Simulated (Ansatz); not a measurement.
# H11C20O: the cost of one run

Program: Ansatz 0.2.0. Level of theory: DFT PBEsol, plane waves, PAW, scalar-relativistic, collinear spin. These are calculated values, not measurements.

## Step 1: Starting point

The cell holds 32 atoms (C20H11O): a = 5.049 Å, b = 5.049 Å, c = 17.836 Å, α = 90.00°, β = 90.00°, γ = 90.00°.

The coordinates stand in the first input below.

## Step 2: End point A

Input file input.yaml:

```yaml
crystal:
  lattice:
    - [5.048742, 0.0, 0.0]
    - [0.0, 5.048742, 0.0]
    - [0.0, 0.0, 17.835561]
  atoms:
    - { symbol: H, position: [0.4277868, 0.0, 0.0560678] }
    - { symbol: H, position: [0.0722132, 0.0, 0.0560678] }
    - { symbol: H, position: [0.9277868, 0.0, 0.0560678] }
    - { symbol: H, position: [0.5722132, 0.0, 0.0560678] }
    - { symbol: H, position: [0.4277868, 0.5, 0.0560678] }
    - { symbol: H, position: [0.0722132, 0.5, 0.0560678] }
    - { symbol: H, position: [0.9277868, 0.5, 0.0560678] }
    - { symbol: H, position: [0.5722132, 0.5, 0.0560678] }
    - { symbol: C, position: [0.25, 0.0, 0.091654] }
    - { symbol: C, position: [0.75, 0.0, 0.091654] }
    - { symbol: C, position: [0.25, 0.5, 0.091654] }
    - { symbol: C, position: [0.75, 0.5, 0.091654] }
    - { symbol: C, position: [0.25, 0.25, 0.1416945] }
    - { symbol: C, position: [0.75, 0.25, 0.1416945] }
    - { symbol: C, position: [0.25, 0.75, 0.1416945] }
    - { symbol: C, position: [0.75, 0.75, 0.1416945] }
    - { symbol: C, position: [0.0, 0.25, 0.1917349] }
    - { symbol: C, position: [0.5, 0.25, 0.1917349] }
    - { symbol: C, position: [0.0, 0.75, 0.1917349] }
    - { symbol: C, position: [0.5, 0.75, 0.1917349] }
    - { symbol: C, position: [0.0, 0.0, 0.2417754] }
    - { symbol: C, position: [0.5, 0.0, 0.2417754] }
    - { symbol: C, position: [0.0, 0.5, 0.2417754] }
    - { symbol: C, position: [0.5, 0.5, 0.2417754] }
    - { symbol: C, position: [0.25, 0.0969069, 0.2895732] }
    - { symbol: C, position: [0.75, 0.0969069, 0.2895732] }
    - { symbol: C, position: [0.25, 0.4030931, 0.2693888] }
    - { symbol: C, position: [0.75, 0.4030931, 0.2693888] }
    - { symbol: H, position: [0.25, 0.4791182, 0.3271868] }
    - { symbol: H, position: [0.75, 0.4791182, 0.3271868] }
    - { symbol: O, position: [0.2592091, 0.7672364, 0.3098058], spin: 1.0 }
    - { symbol: H, position: [0.2033124, 0.7873953, 0.3619488] }
magnetization:
  spin_polarized: true
basis:
  ecutwfc: 420.0
kpoints:
  mp_grid: { grid: [3, 3, 1] }
hamiltonian:
  xc: pbesol
  pseudopotentials: { kind: paw, azcp: { folder: soft_1 } }
scf:
  occupations: { method: gaussian, width: 0.05 }
  lower_state_search: "off"
relax:
  f_tol: 0.03
  max_steps: 60
  adjacent_minimum: "off"
  constraints: [{ sites: [0, 1, 2, 3, 4, 5, 6, 7, 8, 9, 10, 11, 12, 13, 14, 15] }]
```

Command:

```sh
> ansatz run input.yaml --threads 4 --pin off --max-ram 10240MiB --backend cpu --events-out ev --progress --plain --runs-dir out
```

What time and memory should one allow on 4 threads of Arm Neoverse V2, shared host?

About 95 s, with a peak of 1.1 GiB.
